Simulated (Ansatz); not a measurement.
# C2H7GeNSi: one species, many methods

The task here is to estimate one member of a computed series from the others.

Program: Ansatz 0.2.0, Gaussian basis. Level of theory: functionals in def2-TZVPP, the program's frozen cores in correlated methods. These are calculated values, not measurements.

Plan: LDA (SPW92), PBE-D4, revPBE-D4, BLYP-D4, r2SCAN-D4, B97M-V, PBE0-D4, B3LYP-D4, r2SCANh-D4, r2SCAN0-D4, HSE06-D4, BHLYP-D4, CAM-B3LYP-D4, LC-ωPBE, ωB97X-V, ωB97M-V, B2PLYP, PBE-QIDH; CCSD(T)/def2-SVP; CCSD(T)/def2-TZVPP; MP2/def2-QZVPP; extrapolation to the limit; RPA on PBE.

**The geometry**

All runs share one geometry, relaxed beforehand with PBE0-D4 in a triple-zeta def2 set.

SMILES `[GeH3][NH]C1=C[SiH2]1`, 12 atoms, charge 0, spin multiplicity 1.

Atoms are counted from 1 here; the program's logs count them from 0.

Bond lengths: Ge1–N2 1.850 Å, Ge1–H6 1.536 Å, Ge1–H7 1.534 Å, Ge1–H8 1.536 Å, N2–C3 1.350 Å, N2–H9 1.005 Å, C3–C4 1.346 Å, C3–Si5 1.814 Å, C4–Si5 1.793 Å, C4–H10 1.082 Å, Si5–H11 1.487 Å, Si5–H12 1.487 Å. Angles: N2–Ge1–H6 109.2°, N2–Ge1–H7 105.6°, N2–Ge1–H8 109.2°, H6–Ge1–H7 111.4°, H6–Ge1–H8 109.9°, H7–Ge1–H8 111.5°, Ge1–N2–C3 123.0°, Ge1–N2–H9 120.4°, C3–N2–H9 116.6°, N2–C3–C4 137.9°, N2–C3–Si5 154.9°, C4–C3–Si5 67.2°, C3–C4–Si5 68.9°, C3–C4–H10 137.0°, Si5–C4–H10 154.1°, C3–Si5–C4 43.8°, C3–Si5–H11 121.6°, C3–Si5–H12 121.5° and more.

Geometry (Å):

```xyz
12
C2H7GeNSi
Ge   -1.3329    1.0410    1.3984
N    -0.5482    0.8215   -0.2619
C     0.3311   -0.1662   -0.5356
C     0.9066   -1.1980    0.1097
Si    1.4655   -1.1091   -1.5914
H    -0.2363    1.2733    2.4487
H    -2.2479    2.2650    1.2630
H    -2.1328   -0.2224    1.7498
H    -0.7653    1.4522   -1.0138
H     0.8776   -1.6248    1.1035
H     2.7964   -0.5708   -1.9794
H     0.9633   -2.0167   -2.6570
```

The first run:

in.yaml

```yaml
crystal:
  periodic: [false, false, false]
  atoms:
    - {symbol: Ge, position_ang: [-1.332924, 1.041047, 1.398396]}
    - {symbol: N, position_ang: [-0.548201, 0.821478, -0.261927]}
    - {symbol: C, position_ang: [0.331050, -0.166223, -0.535611]}
    - {symbol: C, position_ang: [0.906609, -1.198026, 0.109742]}
    - {symbol: Si, position_ang: [1.465514, -1.109138, -1.591383]}
    - {symbol: H, position_ang: [-0.236329, 1.273294, 2.448746]}
    - {symbol: H, position_ang: [-2.247891, 2.264974, 1.262950]}
    - {symbol: H, position_ang: [-2.132837, -0.222370, 1.749848]}
    - {symbol: H, position_ang: [-0.765281, 1.452196, -1.013849]}
    - {symbol: H, position_ang: [0.877622, -1.624783, 1.103477]}
    - {symbol: H, position_ang: [2.796393, -0.570812, -1.979398]}
    - {symbol: H, position_ang: [0.963275, -2.016736, -2.656990]}
basis:
  gaussian: {orbitals: def2-TZVPP}
hamiltonian: {xc: lda}
output: {orbitals: {seedname: orbitals}}
```

Steps of the session up to this table: LDA; PBE-D4 (GGA); revPBE-D4 (GGA); BLYP-D4 (GGA); r2SCAN-D4 (meta-GGA); B97M-V (meta-GGA); PBE0-D4 (hybrid); B3LYP-D4 (hybrid); r2SCANh-D4 (hybrid); r2SCAN0-D4 (hybrid); HSE06-D4 (hybrid); BHLYP-D4 (hybrid); CAM-B3LYP-D4 (range-separated); LC-ωPBE (range-separated); ωB97X-V (range-separated); ωB97M-V (range-separated); B2PLYP (double hybrid); PBE-QIDH (double hybrid).

One of the session's tables, all rows but one given; the rest of the session is left out.

It belongs to the step «Orbital energies across the functionals». 

```
  functional  HOMO (eV)  gap (eV)
 LDA (SPW92)      -5.47      4.52
      PBE-D4      -5.33      4.59
   revPBE-D4      -5.27      4.63
     BLYP-D4      -5.15      4.53
   r2SCAN-D4      -5.52      5.09
      B97M-V          ?         ?
     PBE0-D4      -6.40      6.50
    B3LYP-D4      -6.17      6.05
  r2SCANh-D4      -5.92      5.78
  r2SCAN0-D4      -6.54      6.82
    HSE06-D4      -6.00      5.74
    BHLYP-D4      -7.32      8.28
CAM-B3LYP-D4      -7.62      8.71
     LC-ωPBE      -8.94     11.19
     ωB97X-V      -8.60     10.70
     ωB97M-V      -8.52     10.33
```

Q: Estimate the row for B97M-V from the others.

**Answer.** HOMO (eV): -5.61; gap (eV): 5.02. In the column «HOMO (eV)» it lies between r2SCANh-D4 (-5.92) and r2SCAN-D4 (-5.52).
